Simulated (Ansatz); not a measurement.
Task: a charge-density difference against the sublattices of ZrRh3, space group Pm-3m, with the Ansatz DFT code, driven from Python. Give the script and its output. Use (first run): LDA, PAW, cutoff 460 eV, 6×6×6 k-points, Fermi-Dirac smearing of 0.1 eV.

```yaml
crystal:
  lattice:
    - [3.92700, 0.00000, 0.00000]
    - [0.00000, 3.92700, 0.00000]
    - [0.00000, 0.00000, 3.92700]
  atoms:
    - { symbol: Zr, position: [0.00000, 0.00000, 0.00000] }
    - { symbol: Rh, position: [0.00000, 0.50000, 0.50000] }
    - { symbol: Rh, position: [0.50000, 0.00000, 0.50000] }
    - { symbol: Rh, position: [0.50000, 0.50000, 0.00000] }
```

`run_drho.py`:
```python
'''Density of ZrRh3 less that of its sublattices.'''

import ansatz
import numpy as np

SETTINGS = {
    'smearing': 'fermi_dirac',
    'width_ev': 0.1,
    'tolerance': 1e-10,
    'cutoff_ev': 460,
    'kgrid': (6, 6, 6),
}

VECTORS = np.array([
    [3.927, 0.0, 0.0],
    [0.0, 3.927, 0.0],
    [0.0, 0.0, 3.927],
])
SITES = [
    ('Zr', (0.0, 0.0, 0.0)),
    ('Rh', (0.0, 0.5, 0.5)),
    ('Rh', (0.5, 0.0, 0.5)),
    ('Rh', (0.5, 0.5, 0.0)),
]


def make_crystal(cell):
    crystal = ansatz.Crystal(lattice=ansatz.Lattice.of(cell))
    for symbol, position in SITES:
        crystal = crystal.atom(symbol, position)
    return crystal


def main() -> None:
    # one cutoff and one grid for all runs, so that the fields can be subtracted
    def solve(crystal):
        return (
            crystal.calculation()
            .functional(ansatz.Functional.LDA)
            .occupations(SETTINGS['smearing'], width=SETTINGS['width_ev'])
            .scf(tolerance=SETTINGS['tolerance'])
            .basis(SETTINGS['cutoff_ev'], grid_basis='typed')
            .kpoints(*SETTINGS['kgrid'])
            .density()
            .run(threads=1)
        )


    whole = solve(make_crystal(VECTORS))
    difference = whole.density().channels[0].density_e_per_ang3.copy()
    binding = whole.report['free_energy_ev']
    for element in ['Zr', 'Rh']:
        part = ansatz.Crystal(lattice=ansatz.Lattice.of(VECTORS))
        for symbol, position in SITES:
            if symbol == element:
                part = part.atom(symbol, position)
        alone = solve(part)
        difference -= alone.density().channels[0].density_e_per_ang3
        binding -= alone.report['free_energy_ev']
        print(f'{element} sublattice: {alone.report["n_electrons"]:g} electrons, {alone.report["n_iterations"]} iterations')

    voxel = abs(np.linalg.det(VECTORS)) / difference.size
    print(f'energy of the crystal less its unpolarised sublattices: {binding / len(SITES):.4f} eV/atom')
    print(f'net charge of the difference {difference.sum() * voxel:.5f} e, charge rearranged {0.5 * np.abs(difference).sum() * voxel:.3f} e')
    print(f'extremes {difference.min():.4f} and {difference.max():.4f} e/A^3')
    for (symbol, position) in SITES:
        index = tuple(int(round(p * n)) % n for p, n in zip(position, difference.shape))
        print(f'  change of the pseudo-density at the grid point nearest {symbol}: {difference[index]:+.4f} e/A^3')
    profile = difference.mean(axis=(0, 1))
    print('planar mean along the third vector:', np.round(profile[:: max(len(profile) // 12, 1)], 4))


if __name__ == '__main__':
    main()
```

Output of `python run_drho.py`:
```text
Zr sublattice: 12 electrons, 7 iterations
Rh sublattice: 51 electrons, 8 iterations
energy of the crystal less its unpolarised sublattices: -2.6734 eV/atom
net charge of the difference 0.00000 e, charge rearranged 0.686 e
extremes -0.1683 and 0.2621 e/A^3
  change of the pseudo-density at the grid point nearest Zr: -0.0492 e/A^3
  change of the pseudo-density at the grid point nearest Rh: -0.0427 e/A^3
  change of the pseudo-density at the grid point nearest Rh: -0.0427 e/A^3
  change of the pseudo-density at the grid point nearest Rh: -0.0427 e/A^3
planar mean along the third vector: [-0.0125 -0.0047  0.0065  0.0102  0.0122  0.0036 -0.0135 -0.0079 -0.0079
 -0.0135  0.0036  0.0122  0.0102  0.0065 -0.0047]
```

For a metal this k-point mesh is coarse: on a finer one energies can move by several to tens of meV an atom and pressures by half a GPa or more, differences at one mesh by less. Densities and potentials on the grid are those of the valence electrons, and inside the cores they hang on the potentials used. The structure is a deposited one; some such entries were measured under pressure or heat, so a shift against it needn't be the functional's error alone. Charge moved counts every rearrangement, bonding and polarisation too, and is no transfer between atoms; the bare sublattices are artificial references. Values near the nuclei depend on the potentials. Finished in 6.3 s on 1 thread of Arm Neoverse V2 (shared host), peak memory 0.41 GiB.
